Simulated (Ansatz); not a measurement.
# SiI₂F₂: how energies converge with the basis set

One table from this session's results is given with a row withheld; the runs are named, their logs left out.

Computed with Ansatz 0.2.0, Gaussian basis. Level: one geometry, several basis sets.

Plan: PBE0-D4/def2-SVP; ωB97M-V/def2-SVP; PBE0-D4/def2-QZVPP; ωB97M-V/def2-QZVPP; the functionals' def2-TZVPP values are taken from earlier runs.

**Structure used throughout**

An earlier PBE0-D4 in a triple-zeta def2 set relaxation fixed the geometry. I takes the def2 core potential; no spin-orbit term is included.

SMILES `F[Si](F)(I)I`, 5 atoms, charge 0, spin multiplicity 1.

Atoms are counted from 1 here; the program's logs count them from 0.

Bond lengths: F1–Si2 1.578 Å, Si2–F3 1.578 Å, Si2–I4 2.400 Å, Si2–I5 2.400 Å. Angles: F1–Si2–F3 106.9°, F1–Si2–I4 109.0°, F1–Si2–I5 109.0°, F3–Si2–I4 109.0°, F3–Si2–I5 109.1°, I4–Si2–I5 113.6°.

Set-up of the first run:

File in.yaml:

```yaml
crystal:
  periodic: [false, false, false]
  atoms:
    - {symbol: F, position_ang: [1.308726, -1.066162, 0.018904]}
    - {symbol: Si, position_ang: [0.066241, -0.097386, 0.103157]}
    - {symbol: F, position_ang: [-0.469409, -0.167181, 1.585602]}
    - {symbol: I, position_ang: [-1.643870, -0.885964, -1.384683]}
    - {symbol: I, position_ang: [0.788214, 2.143193, -0.364381]}
basis:
  gaussian: {orbitals: def2-SVP}
hamiltonian: {xc: pbe0, dispersion: d4}
output: {orbitals: {seedname: orbitals}}
```

Started as:

```bash
ansatz run in.yaml --threads 4 --pin off --events-out ev --progress --plain --max-ram 10444MiB
```

Among the steps run: PBE0-D4 in def2-SVP; ωB97M-V in def2-SVP; PBE0-D4 in def2-QZVPP; ωB97M-V in def2-QZVPP.

One table of the session follows, with a row left open; its other results are not shown here.

It belongs to the step «Density functionals: the series». 

| functional | basis | HOMO (eV) | LUMO (eV) |
| --- | --- | --- | --- |
| PBE0-D4 | def2-SVP | -8.06 | -1.57 |
| PBE0-D4 | def2-TZVPP | -8.08 | -1.60 |
| PBE0-D4 | def2-QZVPP | -8.09 | -1.63 |
| ωB97M-V | def2-SVP | -10.12 | 0.40 |
| ωB97M-V | def2-TZVPP | -10.16 | 0.28 |
| ωB97M-V | def2-QZVPP | ? | ? |

**Question.** Estimate the row for ωB97M-V, def2-QZVPP.

The run gave: HOMO (eV): -10.18; LUMO (eV): 0.21. In the column «HOMO (eV)» it is the lowest.
